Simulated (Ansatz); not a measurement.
The system is CoO.

```xyz
2
Lattice="0.0000 2.1315 2.1315 2.1315 0.0000 2.1315 2.1315 2.1315 0.0000" Properties=species:S:1:pos:R:3 pbc="T T T"
Co    0.0000    0.0000    0.0000
O     2.1315    2.1315    2.1315
```

```yaml
Program: Ansatz 0.2.0
Task: relaxation of cell and atoms
Functional: PBEsol
Potentials_or_basis: Ansatz PAW
Cutoff: "420 eV (not typed: the program's choice for these potentials)"
k_mesh: 11 × 11 × 11
Occupations: fermi-dirac, width 0.05 eV
Spin: collinear spin, ferromagnetic start
Starting_moments: "[2.0, 0.0] μB"
```

At the start: volume 9.68 Å³/atom.

**Question.** How do energy, volume and symmetry change on relaxing?

**Answer.** It ends after 7 steps and the volume is 9.08 Å³/atom (-6.3 %); space group Fm-3m (No. 225, to 0.05 Å); moment 2.80 μB per cell.

Step by step:
```
step  energy change (eV)  largest force (eV/Å)  volume (Å³)
   1              0.0000                0.0000        19.37
   2             -0.0345                0.0000        18.75
   3             -0.0475                0.0000        18.14
   4             -0.0474                0.0000        18.19
   5             -0.0430                0.0000        18.19
   6             -0.0432                0.0000        18.15
   7             -0.0431                0.0000        18.15
```

Final structure:
```yaml
crystal:
  lattice:
    - [0.00000, 2.08588, 2.08588]
    - [2.08588, 0.00000, 2.08588]
    - [2.08588, 2.08588, 0.00000]
  atoms:
    - { symbol: Co, position: [0.00000, 0.00000, 0.00000] }
    - { symbol: O, position: [0.50000, 0.50000, 0.50000] }
```

Caveat: the plane-wave basis is chosen anew once the cell has moved, so the energies of steps on either side of that aren't comparable; the pressure holds a Pulay correction of +0.8 GPa for the finite cutoff; a cell with one magnetic atom can't hold antiferromagnetic order, which such compounds often take; the PAW data sets come from PBE, with cores solved anew for the run's functional, which leaves a small shift of forces and pressure.
